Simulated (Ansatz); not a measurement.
This was printed by a script on the Ansatz DFT code, driven from Python, for a convergence test of the k-point mesh of Ca3TlN, space group Pm-3m. What did the script look like? Level of theory (first run): LDA, PAW, cutoff 639 eV, 2×2×2 k-points, Fermi-Dirac smearing of 0.2 eV. The script varies spacing (1/A): 1.0, 0.6, 0.4, 0.3.

```
Ca Tl N
1.0
     4.95382    0.00000    0.00000
     0.00000    4.95382    0.00000
     0.00000    0.00000    4.95382
Ca Tl N
3 1 1
Direct
  0.50000 0.50000 0.00000
  0.50000 0.00000 0.50000
  0.00000 0.50000 0.50000
  0.00000 0.00000 0.00000
  0.50000 0.50000 0.50000
```

```console
$ python ca3tln.py
spacing (1/A)   F/atom (eV)    iterations       P (GPa)      k-points
         1.0   -3368.42798             8        -4.819             4
         0.6   -3368.47890             7        -4.504             4
         0.4   -3368.46121             7        -4.358            10
         0.3   -3368.45523             7        -4.336            10
1.0: +27.25 meV/atom
0.6: -23.68 meV/atom
0.4: -5.98 meV/atom
```

The script that was run (others could print the same):

`ca3tln.py`
```python
"""k-point test for Ca3TlN."""

import warnings

import ansatz as az

warnings.simplefilter("ignore", az.DeckWarning)

structure = (
    az.Lattice.cubic(4.953824)
    .space_group(221)
    .atom("Ca", [0.5, 0.5, 0.0])
    .atom("Tl", [0.0, 0.0, 0.0])
    .atom("N", [0.5, 0.5, 0.5])
)

calc = (
    structure.calculation()
    .functional("LDA")
    .basis(47 * az.Ry, xc_grid=2)
    .accuracy("medium")
    .occupations("fermi_dirac", width=0.2)
    .scf(tolerance=1e-07, lower_state_search="off")
    .stress()
)

rows = []
for value in [1.0, 0.6, 0.4, 0.3]:
    rep = calc.kpoints(spacing=value).run().report
    rows.append((value, rep["free_energy_ev"] / len(rep["lattice"]["sites"]), rep["n_iterations"], sum(rep["stress_gpa"][i][i] for i in range(3)) / 3, rep["n_kpoints"]))

print("spacing (1/A)   F/atom (eV)    iterations       P (GPa)      k-points")
for row in rows:
    print(f"{str(row[0]):>12s}  {row[1]:12.5f}  {row[2]:12d}  {row[3]:12.3f}  {row[4]:12d}")

# differences from the last row
for row in rows[:-1]:
    shift = 1000 * (row[1] - rows[-1][1])
    print(f"{row[0]}: {shift:+.2f} meV/atom" + ("  (within 5 meV)" if abs(shift) < 5 else ""))
```

A Fermi-Dirac width this large means warm electrons, whose thermal share enters the free energy. The program warned that this SCF threshold is loose for forces or stresses. Pressure is positive in compression. Spin-orbit coupling, which matters for elements this heavy, is left out. The structure comes from a database of computed cells and needn't be a stable or known phase. Shifts are counted from the finest mesh, which is itself no proven limit. The script silences the warnings on its input, which a real study should read. Run time: 12 s on 1 thread of Arm Neoverse V1, with other jobs on the host, peak memory 0.48 GiB.

(Lines on the test bed's own set-up are left out of the output.)
